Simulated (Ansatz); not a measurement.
# AlB₂H₅OSi: up Jacob's ladder to CCSD(T)

An exercise on one series of results from a longer session: the logs are not shown, and one member is left open.

Program: Ansatz 0.2.0, Gaussian basis. Level of theory: functionals in def2-TZVPP, the program's frozen cores in correlated methods. These are calculated values, not measurements.

Levels to be run: LDA (SPW92), PBE-D4, revPBE-D4, BLYP-D4, r2SCAN-D4, B97M-V, PBE0-D4, B3LYP-D4, r2SCANh-D4, r2SCAN0-D4, HSE06-D4, BHLYP-D4, CAM-B3LYP-D4, LC-ωPBE, ωB97X-V, ωB97M-V, B2PLYP, PBE-QIDH; CCSD(T)/def2-SVP; CCSD(T)/def2-TZVPP; MP2/def2-QZVPP; extrapolation to the limit; RPA on PBE.

## The geometry

An earlier PBE0-D4 in a triple-zeta def2 set relaxation fixed the geometry.

SMILES `B[O][Al]1[BH][SiH2]1`, 10 atoms, charge 0, spin multiplicity 1.

Atoms are counted from 1 here; the program's logs count them from 0.

Bond lengths: B1–O2 1.343 Å, B1–H6 1.201 Å, B1–H7 1.205 Å, O2–Al3 1.686 Å, Al3–B4 1.991 Å, Al3–Si5 2.450 Å, B4–Si5 1.856 Å, B4–H8 1.184 Å, Si5–H9 1.489 Å, Si5–H10 1.553 Å. Angles: O2–B1–H6 118.8°, O2–B1–H7 119.9°, H6–B1–H7 121.2°, B1–O2–Al3 152.2°, O2–Al3–B4 170.8°, O2–Al3–Si5 141.1°, B4–Al3–Si5 48.0°, Al3–B4–Si5 79.0°, Al3–B4–H8 142.6°, Si5–B4–H8 138.4°, Al3–Si5–B4 52.9°, Al3–Si5–H9 157.8°, Al3–Si5–H10 52.4°, B4–Si5–H9 149.3°, B4–Si5–H10 105.4°, H9–Si5–H10 105.4°.

Set-up of the first run:

Input file in.yaml:

```yaml
crystal:
  periodic: [false, false, false]
  atoms:
    - {symbol: B, position_ang: [-1.240710, 1.788766, 1.598739]}
    - {symbol: O, position_ang: [-1.277433, 0.902836, 0.590076]}
    - {symbol: Al, position_ang: [-0.549449, -0.220335, -0.435878]}
    - {symbol: B, position_ang: [0.022025, -1.573618, -1.780455]}
    - {symbol: Si, position_ang: [1.616076, -1.276660, -0.877926]}
    - {symbol: H, position_ang: [-2.252275, 2.359626, 1.905505]}
    - {symbol: H, position_ang: [-0.205028, 1.997944, 2.177409]}
    - {symbol: H, position_ang: [-0.378037, -2.235955, -2.676795]}
    - {symbol: H, position_ang: [3.065297, -1.574854, -0.707204]}
    - {symbol: H, position_ang: [1.282535, -0.219048, 0.209529]}
basis:
  gaussian: {orbitals: def2-TZVPP}
hamiltonian: {xc: lda}
output: {orbitals: {seedname: orbitals}}
```

Steps of the session up to this table: LDA; PBE-D4 (GGA); revPBE-D4 (GGA); BLYP-D4 (GGA); r2SCAN-D4 (meta-GGA); B97M-V (meta-GGA); PBE0-D4 (hybrid); B3LYP-D4 (hybrid); r2SCANh-D4 (hybrid); r2SCAN0-D4 (hybrid); HSE06-D4 (hybrid); BHLYP-D4 (hybrid); CAM-B3LYP-D4 (range-separated); LC-ωPBE (range-separated); ωB97X-V (range-separated); ωB97M-V (range-separated); B2PLYP (double hybrid); PBE-QIDH (double hybrid).

One table of the session follows, with a row left open; its other results are not shown here.

It belongs to the step «Orbital energies across the functionals». 

```
  functional  HOMO (eV)  LUMO (eV)  gap (eV)
 LDA (SPW92)      -5.78      -2.46      3.32
      PBE-D4      -5.63      -2.23      3.39
   revPBE-D4      -5.57      -2.14      3.42
     BLYP-D4      -5.38      -2.06      3.33
   r2SCAN-D4      -5.77      -1.99      3.78
      B97M-V          ?          ?         ?
     PBE0-D4      -6.42      -1.41      5.00
    B3LYP-D4      -6.17      -1.56      4.61
  r2SCANh-D4      -6.06      -1.70      4.36
  r2SCAN0-D4      -6.51      -1.29      5.23
    HSE06-D4      -6.03      -1.78      4.25
    BHLYP-D4      -6.97      -0.48      6.49
CAM-B3LYP-D4      -7.44      -0.38      7.06
     LC-ωPBE      -8.67       0.60      9.27
     ωB97X-V      -8.39       0.55      8.94
     ωB97M-V      -8.29       0.37      8.66
```

Estimate the missing values for B97M-V.

The run gave: HOMO (eV): -5.76; LUMO (eV): -2.01; gap (eV): 3.75. In the column «HOMO (eV)» it lies between r2SCAN-D4 (-5.77) and PBE-D4 (-5.63).
